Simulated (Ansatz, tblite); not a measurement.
**C₄₂H₃₀: one state, many levels**

Aim: run the singlet of C₄₂H₃₀ at one geometry on many levels, and compare frontier levels, spin and run time.

Computed with Ansatz 0.2.0, Gaussian basis. Level: as each input shows.

Levels to be run: GFN1-xTB, GFN2-xTB, PBE-D4/def2-SVP, r2SCAN-D4/def2-SVP, PBE-QIDH/def2-SVP, HF/def2-SVP, B3LYP-D4/def2-SVP, r2SCAN-D4/def2-mTZVP, HF/STO-3G.

**1. The geometry**

The singlet was relaxed beforehand with PBE-D4/def2-SVP.

SMILES `c1ccc(-c2ccc(-c3ccc(-c4ccc(-c5ccc(-c6ccc(-c7ccccc7)cc6)cc5)cc4)cc3)cc2)cc1`, 72 atoms, charge 0, spin multiplicity 1.

Bond lengths: C1–C2 1.405 Å, C1–C42 1.405 Å, C1–H43 1.101 Å, C2–C3 1.401 Å, C2–H44 1.101 Å, C3–C4 1.415 Å, C3–H45 1.101 Å, C4–C5 1.483 Å, C4–C41 1.415 Å, C5–C6 1.414 Å, C5–C40 1.414 Å, C6–C7 1.398 Å, C6–H46 1.101 Å, C7–C8 1.414 Å, C7–H47 1.101 Å, C8–C9 1.480 Å, C8–C39 1.414 Å, C9–C10 1.414 Å and more. Angles: C2–C1–C42 119.5°, C2–C1–H43 120.3°, C42–C1–H43 120.3°, C1–C2–C3 120.2°, C1–C2–H44 120.2°, C3–C2–H44 119.6°, C2–C3–C4 121.0°, C2–C3–H45 119.6°, C4–C3–H45 119.5°, C3–C4–C5 121.0°, C3–C4–C41 118.1°, C5–C4–C41 121.0°, C4–C5–C6 121.2°, C4–C5–C40 121.3°, C6–C5–C40 117.5°, C5–C6–C7 121.3°, C5–C6–H46 119.5°, C7–C6–H46 119.2° and more.

PBE0-D4/def2-SVP was run before; its log isn't repeated, and its numbers join the tables.

**2. GFN1-xTB**

Tight binding, by tblite at 300 K electronic temperature and without a spin-polarisation term:

```python
tblite.interface.Calculator('GFN1-xTB', numbers, positions, charge=0, uhf=0).singlepoint()
```

Energy -2854.5756 eV, HOMO -10.96 eV, LUMO -8.39 eV; 0.24 s.

**3. GFN2-xTB**

Tight binding, by tblite at 300 K electronic temperature and without a spin-polarisation term:

```python
tblite.interface.Calculator('GFN2-xTB', numbers, positions, charge=0, uhf=0).singlepoint()
```

Energy -2862.0721 eV, HOMO -9.93 eV, LUMO -7.34 eV; 0.21 s.

**4. PBE-D4/def2-SVP**

start.molden holds the orbitals of an earlier run on this state, given as this run's starting guess.

File in.yaml:

```yaml
crystal:
  periodic: [false, false, false]
  atoms:
    - {symbol: C, position_ang: [-14.419877, -0.351352, 0.785494]}
    - {symbol: C, position_ang: [-13.681048, -1.545893, 0.800759]}
    - {symbol: C, position_ang: [-12.282319, -1.511644, 0.724928]}
    - {symbol: C, position_ang: [-11.588140, -0.282507, 0.631417]}
    - {symbol: C, position_ang: [-10.108042, -0.246532, 0.550971]}
    - {symbol: C, position_ang: [-9.439115, 0.727484, -0.225630]}
    - {symbol: C, position_ang: [-8.043978, 0.759975, -0.303608]}
    - {symbol: C, position_ang: [-7.248081, -0.177008, 0.395377]}
    - {symbol: C, position_ang: [-5.770232, -0.141159, 0.314837]}
    - {symbol: C, position_ang: [-5.108457, 0.252746, -0.870941]}
    - {symbol: C, position_ang: [-3.713668, 0.284620, -0.947369]}
    - {symbol: C, position_ang: [-2.907601, -0.071634, 0.158705]}
    - {symbol: C, position_ang: [-1.429621, -0.035635, 0.078135]}
    - {symbol: C, position_ang: [-0.760876, 0.885933, -0.760593]}
    - {symbol: C, position_ang: [0.633812, 0.918442, -0.838925]}
    - {symbol: C, position_ang: [1.432298, 0.034202, -0.077859]}
    - {symbol: C, position_ang: [2.910055, 0.070235, -0.158456]}
    - {symbol: C, position_ang: [3.712693, -0.188678, 0.976284]}
    - {symbol: C, position_ang: [5.107678, -0.151121, 0.900947]}
    - {symbol: C, position_ang: [5.768747, 0.140112, -0.314400]}
    - {symbol: C, position_ang: [7.246813, 0.176460, -0.394981]}
    - {symbol: C, position_ang: [8.029168, 0.644239, 0.685792]}
    - {symbol: C, position_ang: [9.424227, 0.680000, 0.608863]}
    - {symbol: C, position_ang: [10.107123, 0.247053, -0.550936]}
    - {symbol: C, position_ang: [11.587244, 0.283649, -0.631689]}
    - {symbol: C, position_ang: [12.243493, 0.545025, -1.857529]}
    - {symbol: C, position_ang: [13.642121, 0.579118, -1.934267]}
    - {symbol: C, position_ang: [14.419398, 0.353732, -0.786246]}
    - {symbol: C, position_ang: [13.783657, 0.093273, 0.438892]}
    - {symbol: C, position_ang: [12.385007, 0.058066, 0.514770]}
    - {symbol: C, position_ang: [9.324364, -0.222112, -1.630789]}
    - {symbol: C, position_ang: [7.929146, -0.255255, -1.555585]}
    - {symbol: C, position_ang: [4.966076, 0.395723, -1.449884]}
    - {symbol: C, position_ang: [3.571015, 0.364722, -1.373072]}
    - {symbol: C, position_ang: [0.765147, -0.885891, 0.762976]}
    - {symbol: C, position_ang: [-0.629719, -0.921355, 0.836836]}
    - {symbol: C, position_ang: [-3.570487, -0.463591, 1.344885]}
    - {symbol: C, position_ang: [-4.965223, -0.499450, 1.420625]}
    - {symbol: C, position_ang: [-7.917178, -1.149721, 1.173892]}
    - {symbol: C, position_ang: [-9.312454, -1.184814, 1.248122]}
    - {symbol: C, position_ang: [-12.347084, 0.911324, 0.616748]}
    - {symbol: C, position_ang: [-13.745790, 0.877552, 0.693107]}
    - {symbol: H, position_ang: [-15.518576, -0.378037, 0.844952]}
    - {symbol: H, position_ang: [-14.198926, -2.515929, 0.862368]}
    - {symbol: H, position_ang: [-11.716032, -2.455718, 0.709259]}
    - {symbol: H, position_ang: [-10.026697, 1.463462, -0.795765]}
    - {symbol: H, position_ang: [-7.557056, 1.542368, -0.905914]}
    - {symbol: H, position_ang: [-5.701284, 0.502374, -1.763905]}
    - {symbol: H, position_ang: [-3.236345, 0.557144, -1.900586]}
    - {symbol: H, position_ang: [-1.346330, 1.618269, -1.336376]}
    - {symbol: H, position_ang: [1.119731, 1.673093, -1.475698]}
    - {symbol: H, position_ang: [3.230420, -0.404641, 1.941776]}
    - {symbol: H, position_ang: [5.702125, -0.371555, 1.800605]}
    - {symbol: H, position_ang: [7.529986, 1.024023, 1.590176]}
    - {symbol: H, position_ang: [9.998482, 1.088318, 1.454264]}
    - {symbol: H, position_ang: [11.645459, 0.751963, -2.758486]}
    - {symbol: H, position_ang: [14.128887, 0.793848, -2.898724]}
    - {symbol: H, position_ang: [15.518062, 0.380873, -0.846188]}
    - {symbol: H, position_ang: [14.382386, -0.094614, 1.344113]}
    - {symbol: H, position_ang: [11.899398, -0.175417, 1.474893]}
    - {symbol: H, position_ang: [9.822733, -0.604012, -2.534652]}
    - {symbol: H, position_ang: [7.353939, -0.661454, -2.401440]}
    - {symbol: H, position_ang: [5.447768, 0.642596, -2.408202]}
    - {symbol: H, position_ang: [2.976664, 0.554217, -2.279843]}
    - {symbol: H, position_ang: [1.353509, -1.614386, 1.341107]}
    - {symbol: H, position_ang: [-1.112824, -1.679753, 1.470924]}
    - {symbol: H, position_ang: [-2.979748, -0.710429, 2.239778]}
    - {symbol: H, position_ang: [-5.444651, -0.774917, 2.372149]}
    - {symbol: H, position_ang: [-7.330470, -1.906263, 1.717369]}
    - {symbol: H, position_ang: [-9.798415, -1.946627, 1.876965]}
    - {symbol: H, position_ang: [-11.828828, 1.881750, 0.573473]}
    - {symbol: H, position_ang: [-14.313658, 1.821142, 0.691018]}
basis:
  gaussian: {orbitals: def2-SVP, fitting: {mean_field: def2-universal-jkfit}, initial_orbitals: start.molden}
hamiltonian: {xc: pbe, dispersion: d4}
scf: {omitted_lower_state_checks: [starts]}
output: {forces: true, orbitals: {seedname: orbitals}}
```

The run is started by

```
> ansatz run in.yaml --threads 2 --pin off --events-out ev --progress --plain --max-ram 32768MiB --backend cuda --devices 0, --max-vram 18GiB
```

After this run come: r2SCAN-D4/def2-SVP; PBE-QIDH/def2-SVP; HF/def2-SVP; B3LYP-D4/def2-SVP; r2SCAN-D4/def2-mTZVP; HF/STO-3G.

Q: Predict the results of all the runs planned. Wanted: gap in def2-SVP, functionals and Hartree-Fock, smallest and largest; binding an atom, functionals in def2-SVP.

**Answer**, as computed:

```
                                                           quantity                                value
gap in def2-SVP, functionals and Hartree-Fock, smallest and largest       2.67 eV (PBE-D4), 8.74 eV (HF)
                           binding an atom, functionals in def2-SVP  5.44 (B3LYP-D4) to 5.66 eV (PBE-D4)
```

In words: Over the functionals and Hartree-Fock in def2-SVP the gap runs from 2.67 eV (PBE-D4) to 8.74 eV (HF); exact exchange widens it.
